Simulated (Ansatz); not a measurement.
# ZnSnSb2: the cost of one run

Method: DFT PBEsol, scalar-relativistic, plane waves, PAW, in Ansatz 0.2.0.

## (1) The system as given

The structure is tetragonal, space group I-42d (No. 122). Conventional cell: a = 6.312 Å, b = 6.312 Å, c = 12.686 Å, α = 90.00°, β = 90.00°, γ = 90.00°. Zn (site symmetry -4) has 4 Sb at 2.65 Å in its first shell of neighbours. Sn (site symmetry -4) has 4 Sb at 2.83 Å in its first shell of neighbours. Around Sb (site symmetry 2) lie 2 Zn at 2.65 Å and 2 Sn at 2.83 Å.

Structure file:

```
Zn Sn Sb
1.0
    -3.15618    3.15618    6.34308
     3.15618   -3.15618    6.34308
     3.15618    3.15618   -6.34308
Zn Sn Sb
2 2 4
Direct
  0.00000 0.00000 0.00000
  0.75000 0.25000 0.50000
  0.50000 0.50000 0.00000
  0.25000 0.75000 0.50000
  0.65082 0.62500 0.52582
  0.37500 0.90082 0.02582
  0.87500 0.34918 0.97418
  0.09918 0.12500 0.47418
```

(A quick probe on a coarse mesh, which set the mesh and smearing, is not shown.)

## (3) Full relaxation

File input.yaml:

```yaml
crystal:
  lattice:
    - [-3.1561785708, 3.1561785708, 6.3430764021]
    - [3.1561785708, -3.1561785708, 6.3430764021]
    - [3.1561785708, 3.1561785708, -6.3430764021]
  atoms:
    - { symbol: Zn, position: [0.0, 0.0, 0.0] }
    - { symbol: Zn, position: [0.75, 0.25, 0.5] }
    - { symbol: Sn, position: [0.5, 0.5, 0.0] }
    - { symbol: Sn, position: [0.25, 0.75, 0.5] }
    - { symbol: Sb, position: [0.65081975, 0.625, 0.52581975] }
    - { symbol: Sb, position: [0.375, 0.90081975, 0.02581975] }
    - { symbol: Sb, position: [0.875, 0.34918025, 0.97418025] }
    - { symbol: Sb, position: [0.09918025, 0.125, 0.47418025] }
basis:
  ecutwfc: 420
kpoints:
  mp_grid: { grid: [8, 8, 8] }
hamiltonian:
  xc: pbesol
scf:
  occupations: { method: gaussian, width: 0.1 }
output:
  forces: true
  stress: true
  eigenvalues: true
relax:
  adjacent_minimum: "off"
  f_tol: 0.01
  max_steps: 80
  cell: { stress_tol: 0.05 }
```

The run is started by

```bash
> ansatz run input.yaml --threads 1 --pin off --max-ram 2560MiB --backend cpu --events-out ev --progress --plain --runs-dir out
```

**Question.** How long does this run take on 1 thread of Arm Neoverse V1, shared host, and how much memory does it need?

About 9.7 min, with a peak of 1 GiB.
